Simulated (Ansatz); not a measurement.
# CH₆BNSi: small, medium and large basis sets

One table from this session's results is given with a row withheld; the runs are named, their logs left out.

Method: one geometry, several basis sets; program: Ansatz 0.2.0, Gaussian basis.

The runs, in order: PBE0-D4/def2-SVP; ωB97M-V/def2-SVP; PBE0-D4/def2-QZVPP; ωB97M-V/def2-QZVPP; the functionals' def2-TZVPP values are taken from earlier runs.

### The geometry

All runs share one geometry, relaxed beforehand with PBE0-D4 in a triple-zeta def2 set.

SMILES `B1CN[SiH2]1`, 10 atoms, charge 0, spin multiplicity 1.

Atoms are counted from 1 here; the program's logs count them from 0.

Bond lengths: B1–C2 1.579 Å, B1–Si4 2.021 Å, B1–H5 1.191 Å, C2–N3 1.467 Å, C2–H6 1.103 Å, C2–H7 1.103 Å, N3–Si4 1.727 Å, N3–H8 1.005 Å, Si4–H9 1.496 Å, Si4–H10 1.496 Å. Angles: C2–B1–Si4 85.4°, C2–B1–H5 128.7°, Si4–B1–H5 145.8°, B1–C2–N3 98.4°, B1–C2–H6 111.9°, B1–C2–H7 112.0°, N3–C2–H6 114.4°, N3–C2–H7 114.4°, H6–C2–H7 105.9°, C2–N3–Si4 100.6°, C2–N3–H8 121.8°, Si4–N3–H8 137.6°, B1–Si4–N3 75.5°, B1–Si4–H9 120.8°, B1–Si4–H10 120.7°, N3–Si4–H9 116.3°, N3–Si4–H10 116.3°, H9–Si4–H10 105.4°.

The first run:

The input, in.yaml:

```yaml
crystal:
  periodic: [false, false, false]
  atoms:
    - {symbol: B, position_ang: [0.826409, 0.027194, -0.968498]}
    - {symbol: C, position_ang: [0.855940, -0.558475, 0.497951]}
    - {symbol: N, position_ang: [-0.489131, -0.151663, 0.918454]}
    - {symbol: Si, position_ang: [-1.044362, 0.641153, -0.512050]}
    - {symbol: H, position_ang: [1.676323, -0.007290, -1.801757]}
    - {symbol: H, position_ang: [1.024658, -1.648759, 0.503211]}
    - {symbol: H, position_ang: [1.672169, -0.124312, 1.099935]}
    - {symbol: H, position_ang: [-0.842970, -0.361226, 1.834973]}
    - {symbol: H, position_ang: [-1.361762, 2.097336, -0.382335]}
    - {symbol: H, position_ang: [-2.233973, 0.034941, -1.186985]}
basis:
  gaussian: {orbitals: def2-SVP}
hamiltonian: {xc: pbe0, dispersion: d4}
output: {orbitals: {seedname: orbitals}}
```

Command:

```bash
$ ansatz run in.yaml --threads 2 --pin off --events-out ev --progress --plain --max-ram 4352MiB
```

Steps of the session up to this table: PBE0-D4 in def2-SVP; ωB97M-V in def2-SVP; PBE0-D4 in def2-QZVPP; ωB97M-V in def2-QZVPP.

One table of the session follows, with a row left open; its other results are not shown here.

It belongs to the step «Functionals by basis». 

| functional | basis | HOMO (eV) | LUMO (eV) |
| --- | --- | --- | --- |
| PBE0-D4 | def2-SVP | -6.49 | -1.87 |
| PBE0-D4 | def2-TZVPP | -6.64 | -1.93 |
| PBE0-D4 | def2-QZVPP | -6.67 | -1.96 |
| ωB97M-V | def2-SVP | -8.79 | 0.21 |
| ωB97M-V | def2-TZVPP | -8.96 | 0.06 |
| ωB97M-V | def2-QZVPP | ? | ? |

Q: Estimate the row for ωB97M-V, def2-QZVPP from the others.

**Answer.** HOMO (eV): -8.99; LUMO (eV): 0.00. In the column «HOMO (eV)» it is the lowest.
